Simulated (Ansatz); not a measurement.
# Ru: a scan of SCF settings

Aim: run Ru with the default SCF settings, then change one group of settings at a time and see what moves: the number of iterations, the state or the numbers. We look at Ru: its deposited structure (space group P6_3/mmc), with 2 atoms per cell. Source: COD entry 1539052, which need not be the ambient phase.

Program: Ansatz 0.2.0. Level of theory: DFT PBE, PAW, plane waves, scalar-relativistic. These are calculated values, not measurements.

## (1) The system as given

It takes space group P6_3/mmc (No. 194, hexagonal). Conventional cell: a = 2.724 Å, b = 2.724 Å, c = 4.332 Å, α = 90.00°, β = 90.00°, γ = 120.00°. Ru (site symmetry -6m2) has 12 Ru at 2.68 to 2.72 Å as nearest neighbours.

Coordinates:

```xyz
2
Lattice="2.7240 0.0000 0.0000 -1.3620 2.3591 0.0000 0.0000 0.0000 4.3320" Properties=species:S:1:pos:R:3 pbc="T T T"
Ru    0.0000    1.5727    1.0830
Ru    1.3620    0.7864    3.2490
```

Labels such as Ru2 number the atoms in the order of the input file.

After the default run come: fixed occupations; linear mixing, β 0.4, Kerker; cutoff 350 eV; Anderson, β 0.8, history 2, no preconditioner; k-point mesh 5x5x3; Broyden, β 0.1, history 2, no preconditioner; Broyden, β 0.5, preconditioner local Kerker; iteration limit 8; cutoff 300 eV.

The search for lower states is off throughout, and inputs that name a mixer don't switch to direct minimisation unless they say so. Spin polarisation is off.

## (2) Default SCF settings

Input file input.yaml:

```yaml
crystal:
  lattice:
    - [2.72399861, 0.0, 0.0]
    - [-1.36199931, 2.359052, 0.0]
    - [0.0, 0.0, 4.332]
  atoms:
    - { symbol: Ru, position: [0.33333333, 0.66666667, 0.25] }
    - { symbol: Ru, position: [0.66666667, 0.33333333, 0.75] }
hamiltonian:
  xc: pbe
  pseudopotentials: { kind: paw }
basis:
  ecutwfc: 420
kpoints:
  mp_grid: { grid: [10, 10, 6] }
scf:
  occupations: { method: gaussian, width: 0.1 }
  lower_state_search: "off"
output:
  forces: true
  stress: true
  write_density: true
  write_potential: true
  elf: true
  volumetric_format: npy
```

Run with:

```console
> ansatz run input.yaml --threads 2 --pin off --max-ram 5120MiB --backend cpu --events-out ev --progress --plain --runs-dir out
```

After this run come: Fixed occupations; Linear mixing, β 0.4, Kerker; Cutoff 350 eV; Anderson, β 0.8, history 2, no preconditioner; K-point mesh 5x5x3; Broyden, β 0.1, history 2, no preconditioner; Broyden, β 0.5, preconditioner local Kerker; Iteration limit 8; Cutoff 300 eV.

Q: What does this run give, and which of the planned changes alter effort or result? Wanted: largest shift of the free energy by occupations, cutoff, mesh or field.

As calculated:

| quantity | value |
| --- | --- |
| default run | 6 iterations, with no gap on the k-mesh |
| fewest iterations to that state among the runs shown | 5 (Broyden, β 0.5, preconditioner local Kerker) |
| most iterations to it | 15 (linear mixing, β 0.4, Kerker) |
| runs that end in another state, among changes of path alone | 0 |
| largest shift of the free energy by occupations, cutoff, mesh or field | +418 meV/atom (fixed occupations) |

In words: The default and the runs that change only the path, 6 in all, end in one state, in 5 to 15 iterations. Occupations, cutoff, mesh and fields change the problem that is solved, not just the path; the largest shift here is that of “fixed occupations”. Other settings tried on this cell gave no result: 0 bands beyond the filled ones (input refused). Counts include iterations that the program adds to test a close, so a difference of one or two ranks nothing. The starting density is a sum of atomic densities corrected by a trained network, so it is already close to self-consistency.
